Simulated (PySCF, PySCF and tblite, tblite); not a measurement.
# C8H14BN: conformers and averaged spectra, part 2 of 3

PySCF and tblite. Atoms count from 0. The steps go on from the part before.

### 6 Shieldings, conformer 2: mPW1PW91/pcSseg-1 in dichloromethane

The job: settings as JSON, then the geometry in Å.

```
{"job": {"xc": "mPW1PW91", "basis": "pcSseg-1", "solvent": "dichloromethane", "kind": "nmr", "pop": false}, "charge": 0, "multiplicity": 1}
B     -1.791847    -1.739129     0.953896
N     -1.122311    -1.198499    -0.487713
C     -0.654774     0.151688    -0.478702
C     -1.597996     1.170655    -0.447352
C     -1.205646     2.493603    -0.390956
C      0.143060     2.806370    -0.376001
C      1.081034     1.793131    -0.425668
C      0.707324     0.454330    -0.482230
C      1.776678    -0.604243    -0.524939
C      2.064414    -1.163950     0.870068
H     -1.962980    -2.904240     0.766067
H     -0.995077    -1.513296     1.806685
H     -2.805774    -1.135787     1.098018
H     -0.371050    -1.850309    -0.687084
H     -1.879085    -1.326477    -1.151457
H     -2.645557     0.910802    -0.447110
H     -1.948532     3.275750    -0.358458
H      0.462956     3.836217    -0.330205
H      2.133143     2.039431    -0.424869
H      1.496765    -1.420953    -1.198675
H      2.691250    -0.161709    -0.926304
H      2.424042    -0.370730     1.521268
H      2.824490    -1.940320     0.817106
H      1.163738    -1.582570     1.312174
```

Log:

```text
coarse grid: 19520 points
cycle   1  E = -392.6205956576  dE =  1.445e+00  |g| = 4.953e-01  |ddm| = 4.538e+00
cycle   2  E = -392.6271329067  dE = -6.537e-03  |g| = 5.075e-01  |ddm| = 1.064e+00
cycle   3  E = -392.6938647140  dE = -6.673e-02  |g| = 9.910e-02  |ddm| = 4.998e-01
cycle   4  E = -392.6960363953  dE = -2.172e-03  |g| = 3.844e-02  |ddm| = 1.302e-01
cycle   5  E = -392.6964281185  dE = -3.917e-04  |g| = 8.468e-03  |ddm| = 4.937e-02
cycle   6  E = -392.6964454490  dE = -1.733e-05  |g| = 2.794e-03  |ddm| = 9.952e-03
cycle   7  E = -392.6964473472  dE = -1.898e-06  |g| = 6.160e-04  |ddm| = 2.768e-03
final grid: 187072 points
cycle   8  E = -392.7557243339  dE = -8.412e-05  |g| = 6.980e-03  |ddm| = 7.945e-02
cycle   9  E = -392.7557248965  dE = -5.625e-07  |g| = 7.125e-03  |ddm| = 1.399e-02
cycle  10  E = -392.7557375029  dE = -1.261e-05  |g| = 7.249e-04  |ddm| = 6.300e-03
cycle  11  E = -392.7557376067  dE = -1.038e-07  |g| = 2.900e-04  |ddm| = 8.525e-04
cycle  12  E = -392.7557376249  dE = -1.823e-08  |g| = 8.565e-05  |ddm| = 3.033e-04
cycle  13  E = -392.7557376268  dE = -1.841e-09  |g| = 2.705e-05  |ddm| = 1.080e-04
cycle  14  E = -392.7557376269  dE = -1.826e-10  |g| = 5.557e-06  |ddm| = 3.218e-05
converged SCF energy = -392.7557376269

GIAO shielding tensors (ppm)
atom      isotropic    diamagn.    paramagn.     s11        s22        s33       span
  0 B      119.741     188.483     -68.742    101.859    104.820    152.544     50.685
  1 N      202.990     323.974    -120.984    176.969    199.377    232.623     55.654
  2 C       41.113     255.138    -214.024    -54.732     35.710    142.361    197.093
  3 C       57.749     251.238    -193.489    -39.345     39.721    172.871    212.216
  4 C       53.068     254.803    -201.735    -54.361     36.182    177.382    231.743
  5 C       53.204     254.858    -201.654    -55.475     37.134    177.953    233.428
  6 C       49.482     250.397    -200.916    -53.567     40.983    161.029    214.596
  7 C       44.939     261.225    -216.286    -34.769     -0.387    169.973    204.742
  8 C      156.278     247.356     -91.077    143.831    154.793    170.211     26.380
  9 C      167.389     248.051     -80.662    156.813    160.884    184.469     27.656
 10 H       29.739      30.469      -0.730     26.659     27.668     34.891      8.232
 11 H       29.939      31.264      -1.325     25.967     29.166     34.684      8.718
 12 H       29.717      31.544      -1.827     26.146     28.584     34.421      8.274
 13 H       26.378      35.084      -8.706     18.681     25.855     34.598     15.917
 14 H       26.566      31.404      -4.838     20.937     22.464     36.296     15.359
 15 H       24.103      32.427      -8.324     19.936     23.378     28.995      9.058
 16 H       24.012      29.853      -5.841     20.448     24.977     26.611      6.163
 17 H       24.087      30.008      -5.922     20.616     25.027     26.617      6.000
 18 H       24.013      32.874      -8.861     19.936     23.343     28.760      8.823
 19 H       28.923      31.965      -3.042     24.880     28.773     33.117      8.237
 20 H       28.938      31.077      -2.139     23.985     27.738     35.092     11.107
 21 H       30.661      30.483       0.178     26.242     29.475     36.265     10.023
 22 H       30.382      28.400       1.981     26.341     26.579     38.225     11.884
 23 H       30.016      31.305      -1.290     23.766     30.749     35.531     11.765
```

It took 83 s on 1 thread of Arm Neoverse N1, shared host; peak memory 1.2 GiB.

This run: HOMO -7.21 eV, LUMO -0.44 eV; dipole 5.94 D.

### 7 Single-point energy, conformer 2: B3LYP/def2-SVP in dichloromethane

The job, as its differences from that of step 6:

```diff
@@ -1,2 +1,2 @@
-{"job": {"xc": "mPW1PW91", "basis": "pcSseg-1", "solvent": "dichloromethane", "kind": "nmr", "pop": false}, "charge": 0, "multiplicity": 1}
+{"job": {"xc": "B3LYP", "basis": "def2-SVP", "solvent": "dichloromethane", "kind": "sp"}, "charge": 0, "multiplicity": 1}
 B     -1.791847    -1.739129     0.953896
```

Log:

```text
coarse grid: 19520 points
cycle   1  E = -392.4579783743  dE =  1.272e+00  |g| = 5.098e-01  |ddm| = 5.842e+00
cycle   2  E = -392.4558510014  dE =  2.127e-03  |g| = 5.506e-01  |ddm| = 1.355e+00
cycle   3  E = -392.5392077771  dE = -8.336e-02  |g| = 1.069e-01  |ddm| = 6.618e-01
cycle   4  E = -392.5418567585  dE = -2.649e-03  |g| = 4.172e-02  |ddm| = 1.631e-01
cycle   5  E = -392.5423296069  dE = -4.728e-04  |g| = 9.766e-03  |ddm| = 6.153e-02
cycle   6  E = -392.5423543412  dE = -2.473e-05  |g| = 3.022e-03  |ddm| = 1.375e-02
cycle   7  E = -392.5423566475  dE = -2.306e-06  |g| = 7.247e-04  |ddm| = 3.727e-03
final grid: 187072 points
cycle   8  E = -392.6183233443  dE = -8.040e-05  |g| = 6.601e-03  |ddm| = 7.264e-02
cycle   9  E = -392.6183213707  dE =  1.974e-06  |g| = 7.362e-03  |ddm| = 1.553e-02
cycle  10  E = -392.6183351117  dE = -1.374e-05  |g| = 7.221e-04  |ddm| = 7.796e-03
cycle  11  E = -392.6183352250  dE = -1.133e-07  |g| = 2.399e-04  |ddm| = 9.799e-04
cycle  12  E = -392.6183352376  dE = -1.259e-08  |g| = 7.969e-05  |ddm| = 3.317e-04
cycle  13  E = -392.6183352393  dE = -1.662e-09  |g| = 2.427e-05  |ddm| = 1.141e-04
cycle  14  E = -392.6183352394  dE = -1.518e-10  |g| = 5.348e-06  |ddm| = 3.344e-05
converged SCF energy = -392.6183352394
```

Run time: 36 s. Hardware: 1 thread of Arm Neoverse N1, shared host; peak memory 0.92 GiB.

In short: HOMO -6.83 eV, LUMO -0.42 eV; dipole 5.90 D.

### 8 Averages: properties at mPW1PW91/pcSseg-1 in dichloromethane

The job: settings as JSON, then the geometry in Å.

```
{"job": {"study": "conf", "smiles": "[BH3-][NH2+]c1ccccc1CC", "search": {"seed": 2546, "n_embed": 90, "ff_keep": 18, "window": 2.0, "nmax": 6, "temps": [100, 220, 250, 298.15, 800], "t_ref": 298.15, "order": 0.0005, "w0": 100.0}, "level": {"nmr": {"xc": "mPW1PW91", "basis": "pcSseg-1", "solvent": "dichloromethane"}, "sp": {"xc": "B3LYP", "basis": "def2-SVP", "solvent": "dichloromethane"}}, "kind": "conf"}, "charge": 0, "multiplicity": 1}
B     -1.401243     2.343531     0.508503
N     -0.376898     1.546322    -0.556088
C     -0.504044     0.125112    -0.526878
C     -1.455933    -0.473764    -1.339853
C     -1.638954    -1.843732    -1.316131
C     -0.862692    -2.623110    -0.476303
C      0.083370    -2.024343     0.335323
C      0.277752    -0.648694     0.330451
C      1.336658    -0.036018     1.206340
C      2.657931     0.128349     0.448810
H     -2.504840     2.068149     0.163789
H     -1.140209     1.941023     1.596836
H     -1.129797     3.494617     0.355225
H     -0.634656     1.921643    -1.462523
H      0.555837     1.850814    -0.301338
H     -2.061516     0.144932    -1.986362
H     -2.383227    -2.299038    -1.951466
H     -0.996154    -3.693901    -0.450718
H      0.685539    -2.633582     0.993828
H      0.997473     0.926276     1.593144
H      1.507290    -0.689428     2.063594
H      3.409015     0.578881     1.093376
H      2.543600     0.757371    -0.432954
H      3.023961    -0.841646     0.118953
```

Log:

```text
conformer  sym    E(xTB)   E(DFT)   G(298.15 K)  weight  dipole/D
    1     C1      0.000    0.000    0.000   0.7437    5.945
    2     C1      0.470    0.533    0.631   0.2563    5.896

mean shielding (ppm) by class
class atoms           100 K      220 K      250 K   298.15 K      800 K
  0 B  0            120.195    120.125    120.114    120.099    120.045
  1 N  1            198.566    199.245    199.355    199.497    200.028
  2 C  2             41.078     41.083     41.084     41.085     41.089
  3 C  3             58.586     58.458     58.437      58.41      58.31
  4 C  4             53.005     53.014     53.016     53.018     53.025
  5 C  5             53.097     53.114     53.116      53.12     53.133
  6 C  6             49.491     49.489     49.489     49.489     49.488
  7 C  7             44.463     44.536     44.548     44.563      44.62
  8 C  8            157.634    157.426    157.392    157.349    157.186
  9 C  9            167.438     167.43    167.429    167.427    167.422
 10 H  10,11,12      29.888     29.874     29.872     29.869     29.858
 11 H  13,14         26.509     26.503     26.502     26.501     26.496
 12 H  15            24.278     24.251     24.247     24.241      24.22
 13 H  16            24.042     24.038     24.037     24.036     24.032
 14 H  17            24.093     24.092     24.092     24.092     24.091
 15 H  18            24.027     24.025     24.025     24.024     24.022
 16 H  19,20         28.851     28.863     28.865     28.868     28.878
 17 H  21,22,23      30.535     30.507     30.503     30.497     30.475
```

Run time: 4.5 min. Hardware: 1 thread of Arm Neoverse N1, shared host. This counts the runs that the step sums up.

The search (ETKDG and KDG, UFF, GFN2-xTB) embedded 90 structures, kept 3 distinct ones after the force field and 2 after xTB; 2 were carried on (window 2.0 kcal/mol at the search's own energies). Energies: B3LYP/def2-SVP in dichloromethane with D3(BJ).

The conformers at 298 K:

| no. | group | mirror pair | ΔE xTB | ΔE DFT | ΔG | weight (%) | μ (D) | B0–N1–C2–C3 (°) | C2–C7–C8–C9 (°) | A, B, C (GHz) |
| --- | --- | --- | --- | --- | --- | --- | --- | --- | --- | --- |
| 1 | C1 | yes | 0.00 | 0.00 | 0.00 | 74.4 | 5.95 | 87 | -85 | 1.58, 1.29, 0.81 |
| 2 | C1 | yes | 0.47 | 0.53 | 0.63 | 25.6 | 5.90 | -71 | -83 | 1.65, 1.28, 0.80 |

Energies in kcal/mol. ΔG holds xTB vibrations and rotation, symmetry numbers and mirror pairs.

Weights (%) by temperature:

| no. | 100 K | 220 K | 250 K | 298 K | 800 K |
| --- | --- | --- | --- | --- | --- |
| 1 | 94.2 | 79.7 | 77.4 | 74.4 | 63.1 |
| 2 | 5.8 | 20.3 | 22.6 | 25.6 | 36.9 |

Other ways of weighting, at the same temperature:

| scheme | 1 | 2 | mean μ (D) |
| --- | --- | --- | --- |
| DFT free energy | 74 | 26 | 5.93 |
| DFT energy, symmetry counted | 71 | 29 | 5.93 |
| DFT energy alone | 71 | 29 | 5.93 |
| xTB energy, symmetry counted | 69 | 31 | 5.93 |
| xTB free energy | 72 | 28 | 5.93 |
| lowest conformer only | 100 | 0 | 5.95 |
| equal weights | 50 | 50 | 5.92 |

Shifts against references run at the same level (¹³C TMS 186.9, ¹H TMS 31.74 ppm of shielding), by class of atoms, at 298 K:

| atoms | environment | no. 1 | no. 2 | average |
| --- | --- | --- | --- | --- |
| C2 | aromatic carbon bearing nitrogen | 145.8 | 145.7 | 145.8 |
| C7 | substituted aromatic carbon | 142.4 | 141.9 | 142.3 |
| C6 | aromatic CH | 137.4 | 137.4 | 137.4 |
| C4 | aromatic CH | 133.9 | 133.8 | 133.8 |
| C5 | aromatic CH | 133.8 | 133.7 | 133.7 |
| C3 | aromatic CH | 128.2 | 129.1 | 128.5 |
| C8 | sp3 CH2 on an aromatic ring | 29.1 | 30.6 | 29.5 |
| C9 | methyl carbon | 19.4 | 19.5 | 19.4 |
| H18 | hydrogen on an aromatic CH | 7.71 | 7.73 | 7.72 |
| H16 | hydrogen on an aromatic CH | 7.70 | 7.73 | 7.71 |
| H17 | hydrogen on an aromatic CH | 7.65 | 7.66 | 7.65 |
| H15 | hydrogen on an aromatic CH | 7.45 | 7.64 | 7.50 |
| H13, H14 | hydrogen on a donor nitrogen of a Lewis adduct | 5.23 | 5.27 | 5.24 |
| H19, H20 | hydrogen on an sp3 CH2 on an aromatic ring | 2.90 | 2.81 | 2.88 |
| H10, H11, H12 | hydrogen on a boron bonded to N | 1.85 | 1.94 | 1.87 |
| H21, H22, H23 | hydrogen on a methyl carbon | 1.20 | 1.39 | 1.25 |
| B0 | boron bonded to N, 3 H | 120.2 (σ) | 119.7 (σ) | 120.1 (σ) |
| N1 | donor nitrogen of a Lewis adduct | 198.3 (σ) | 203.0 (σ) | 199.5 (σ) |

Effective distances for nuclear Overhauser effects, ⟨r⁻⁶⟩^(−1/6) over all pairs of two classes (Å): H17···H18 2.46; H15···H16 2.47; H16···H17 2.47; H10···H13 2.60; H13···H19 2.61; H18···H19 2.61; H19···H21 2.61; H13···H15 2.62.

### 9 Shieldings, conformer 1: wB97X-D/pcSseg-1

The job: settings as JSON, then the geometry in Å.

```
{"job": {"xc": "wB97X-D", "basis": "pcSseg-1", "grid": 3, "kind": "nmr", "pop": false}, "charge": 0, "multiplicity": 1}
B     -1.401243     2.343531     0.508503
N     -0.376898     1.546322    -0.556088
C     -0.504044     0.125112    -0.526878
C     -1.455933    -0.473764    -1.339853
C     -1.638954    -1.843732    -1.316131
C     -0.862692    -2.623110    -0.476303
C      0.083370    -2.024343     0.335323
C      0.277752    -0.648694     0.330451
C      1.336658    -0.036018     1.206340
C      2.657931     0.128349     0.448810
H     -2.504840     2.068149     0.163789
H     -1.140209     1.941023     1.596836
H     -1.129797     3.494617     0.355225
H     -0.634656     1.921643    -1.462523
H      0.555837     1.850814    -0.301338
H     -2.061516     0.144932    -1.986362
H     -2.383227    -2.299038    -1.951466
H     -0.996154    -3.693901    -0.450718
H      0.685539    -2.633582     0.993828
H      0.997473     0.926276     1.593144
H      1.507290    -0.689428     2.063594
H      3.409015     0.578881     1.093376
H      2.543600     0.757371    -0.432954
H      3.023961    -0.841646     0.118953
```

Log:

```text
coarse grid: 19520 points
cycle   1  E = -392.5732527545  dE =  1.963e+00  |g| = 4.136e-01  |ddm| = 4.499e+00
cycle   2  E = -392.6098042362  dE = -3.655e-02  |g| = 2.946e-01  |ddm| = 9.358e-01
cycle   3  E = -392.6295129569  dE = -1.971e-02  |g| = 8.070e-02  |ddm| = 3.357e-01
cycle   4  E = -392.6309955256  dE = -1.483e-03  |g| = 2.807e-02  |ddm| = 1.041e-01
cycle   5  E = -392.6312032804  dE = -2.078e-04  |g| = 4.709e-03  |ddm| = 3.843e-02
cycle   6  E = -392.6312092815  dE = -6.001e-06  |g| = 2.009e-03  |ddm| = 7.313e-03
final grid: 278208 points
cycle   7  E = -392.6956009303  dE = -2.965e-04  |g| = 7.252e-03  |ddm| = 7.291e-02
cycle   8  E = -392.6956074235  dE = -6.493e-06  |g| = 5.911e-03  |ddm| = 1.535e-02
cycle   9  E = -392.6956151400  dE = -7.716e-06  |g| = 9.466e-04  |ddm| = 5.646e-03
cycle  10  E = -392.6956153211  dE = -1.812e-07  |g| = 5.560e-04  |ddm| = 1.609e-03
cycle  11  E = -392.6956154048  dE = -8.364e-08  |g| = 7.192e-05  |ddm| = 6.621e-04
cycle  12  E = -392.6956154065  dE = -1.775e-09  |g| = 3.339e-05  |ddm| = 1.341e-04
cycle  13  E = -392.6956154070  dE = -4.142e-10  |g| = 7.730e-06  |ddm| = 6.817e-05
converged SCF energy = -392.6956154070

GIAO shielding tensors (ppm)
atom      isotropic    diamagn.    paramagn.     s11        s22        s33       span
  0 B      118.964     188.056     -69.092    100.064    103.099    153.728     53.664
  1 N      195.721     324.370    -128.650    170.490    188.898    227.774     57.284
  2 C       41.113     256.319    -215.206    -56.336     36.153    143.522    199.858
  3 C       58.877     253.332    -194.455    -38.512     47.782    167.360    205.873
  4 C       53.056     255.449    -202.393    -56.156     37.865    177.459    233.615
  5 C       53.136     255.573    -202.437    -57.684     39.072    178.020    235.704
  6 C       49.811     252.335    -202.525    -55.721     43.586    161.566    217.287
  7 C       45.188     261.775    -216.587    -37.262      0.167    172.658    209.921
  8 C      159.090     246.928     -87.837    147.742    155.554    173.975     26.233
  9 C      167.606     247.383     -79.777    155.144    162.456    185.218     30.074
 10 H       29.614      30.746      -1.133     25.984     28.069     34.787      8.803
 11 H       29.577      30.934      -1.358     25.549     28.233     34.948      9.399
 12 H       29.527      30.064      -0.537     26.361     27.242     34.977      8.616
 13 H       27.304      33.341      -6.037     21.617     24.284     36.009     14.392
 14 H       27.013      35.769      -8.756     19.881     26.559     34.600     14.719
 15 H       24.584      32.625      -8.040     20.717     23.851     29.185      8.468
 16 H       24.272      29.632      -5.360     20.796     25.173     26.847      6.051
 17 H       24.315      29.885      -5.571     20.929     25.138     26.877      5.948
 18 H       24.298      33.112      -8.814     20.448     23.380     29.066      8.619
 19 H       28.676      32.707      -4.031     23.723     29.049     33.257      9.534
 20 H       29.255      31.657      -2.402     24.616     27.928     35.222     10.606
 21 H       30.397      28.229       2.168     26.412     26.438     38.340     11.928
 22 H       31.108      31.606      -0.498     25.846     31.684     35.793      9.947
 23 H       30.644      30.012       0.632     25.935     29.636     36.361     10.426
```

Run time: 2 min. Hardware: 1 thread of Arm Neoverse N1, shared host; peak memory 1.3 GiB.

Key values: HOMO -9.04 eV, LUMO 1.15 eV; dipole 5.15 D.

(Part 2 of 3 ends here.)
